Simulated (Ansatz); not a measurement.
# C2H3BCl2S, SMILES ClB(Cl)C1CS1: harmonic frequencies at the relaxed geometry

Run with Ansatz 0.2.0 through its Python package.

`freq.py`
```python
"""Harmonic frequencies of C2H3BCl2S at its relaxed geometry."""

import itertools

import ansatz as az
from ase.data import atomic_numbers, covalent_radii
import numpy as np

GEOMETRY = """
Cl    2.09620   -1.42680   -0.58310
B     1.32750    0.14600   -0.00190
Cl    2.40630    1.60710    0.31730
C    -0.17110    0.14180    0.53920
C    -1.18880   -0.37180   -0.38410
S    -1.19030    1.46370   -0.24020
H    -0.37500    0.00810    1.62210
H    -2.06410   -0.84320    0.10950
H    -0.84060   -0.72500   -1.37880
"""

c2h3bcl2s = az.Crystal.molecule()
for line in GEOMETRY.strip().splitlines():
    symbol, *xyz = line.split()
    c2h3bcl2s = c2h3bcl2s.atom(symbol, [float(v) for v in xyz])

calc = (
    c2h3bcl2s.calculation()
    .basis(gaussian="cc-pVDZ")
    .functional("cam_b3lyp")
)
symbols = [site.symbol for site in c2h3bcl2s.cartesian_sites]
start = np.array([site.position_ang for site in c2h3bcl2s.cartesian_sites], dtype=float)
rep = calc.relax(force_tolerance=0.003).run().report
end = np.array(rep["positions_ang"])

# pairs closer than 1.2 times the sum of covalent radii, before or after
radius = [covalent_radii[atomic_numbers[s]] for s in symbols]
span = lambda where, i, j: np.linalg.norm(where[i] - where[j])
bonded = [(i, j) for i, j in itertools.combinations(range(len(symbols)), 2) if min(span(start, i, j), span(end, i, j)) < 1.2 * (radius[i] + radius[j])]
print("pair        before    after (A)")
for i, j in bonded:
    print(f"{symbols[i]}{i}-{symbols[j]}{j}".ljust(10), f"{span(start, i, j):8.4f} {span(end, i, j):8.4f}")

# same settings at the minimum
minimum = az.Crystal.molecule()
for symbol, place in zip(symbols, end):
    minimum = minimum.atom(symbol, place.tolist())
vibrating = (
    minimum.calculation()
    .basis(gaussian="cc-pVDZ")
    .functional("cam_b3lyp")
    .phonons(temperatures=(298.15, 498.15, 100))
)
vib = vibrating.run().report["vibrations"]
sums = vib["harmonic_sums"]
modes = [m["omega_inv_cm"] for m in sums["modes_at_gamma"] if m["rigid_motion"] == "no"]
print("frequencies (1/cm):", " ".join(f"{w:.0f}" for w in modes))
print("imaginary modes:", sum(w < 0 for w in modes), " zero-point energy:", round(sums["zero_point_energy_ev"], 4), "eV")
print("T (K)   F_vib (eV)   S_vib (meV/K)   C_vib (meV/K)")
for row in zip(sums["temperatures_k"], sums["vibrational_free_energy_ev"], vib["entropy_ev_per_k"], vib["heat_capacity_ev_per_k"]):
    print(f"{row[0]:6.1f} {row[1]:11.4f} {1000 * row[2]:13.4f} {1000 * row[3]:15.4f}")
```

```console
$ python freq.py
pair        before    after (A)
Cl0-B1       1.8446   1.7602
B1-Cl2       1.8440   1.7601
B1-C3        1.5933   1.5482
C3-C4        1.4670   1.4820
C3-S5        1.8422   1.8572
C3-H6        1.1100   1.0928
C4-S5        1.8411   1.8174
C4-H7        1.1100   1.0920
C4-H8        1.1115   1.0921
frequencies (1/cm): 53 125 187 266 380 499 557 639 704 924 944 976 1038 1087 1133 1174 1378 1465 3150 3188 3250
imaginary modes: 0  zero-point energy: 1.433 eV
T (K)   F_vib (eV)   S_vib (meV/K)   C_vib (meV/K)
 298.1      1.3405        0.6574          0.6841
 398.1      1.2634        0.8834          0.8813
 498.1      1.1642        1.0984          1.0366
```

The frequencies are harmonic and unscaled, in a modest basis. The whole script took 6.8 min on 1 thread of Arm Neoverse V2, on a shared host, peak memory 0.42 GiB.
